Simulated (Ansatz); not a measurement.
# GaB in Ansatz: the effect of functional

Crystal: GaB.

```
CELL_PARAMETERS angstrom
2.71824 0.00000 0.00000
0.00000 2.71824 0.00000
0.00000 0.00000 3.23621
ATOMIC_POSITIONS crystal
Ga 0.50000 0.50000 0.50000
B 0.00000 0.00000 0.00000
```

The cell was built by a generator and needn't be a form met in nature.

Alike in all runs:

- Program: Ansatz 0.2.0
- Task: band structure
- Potentials or basis: Ansatz PAW
- k mesh: 10 × 10 × 8
- Occupations: fermi-dirac, width 0.05 eV
- Spin: no spin polarisation

Question: One run gave: pressure 8.0 GPa. Which functional did it use?
A. revPBE
B. BLYP
C. r2SCAN
D. RPBE
E. PBEsol

Answer: B.

| functional | cutoff | pressure (GPa) |
| --- | --- | --- |
| PBEsol | 420 eV (not typed: the program's choice for these potentials) | -4.2 |
| RPBE | 420 eV (not typed: the program's choice for these potentials) | 2.4 |
| revPBE | 420 eV (not typed: the program's choice for these potentials) | 1.8 |
| BLYP | 420 eV (not typed: the program's choice for these potentials) | 8.0 |
| r2SCAN | 500 eV (not typed: the program's choice for these potentials) | -2.9 |

Caveats: the PAW data sets come from PBE, with cores solved anew for the run's functional, which leaves a small shift of forces and pressure.

Runs at the PBE level aren't shown here.
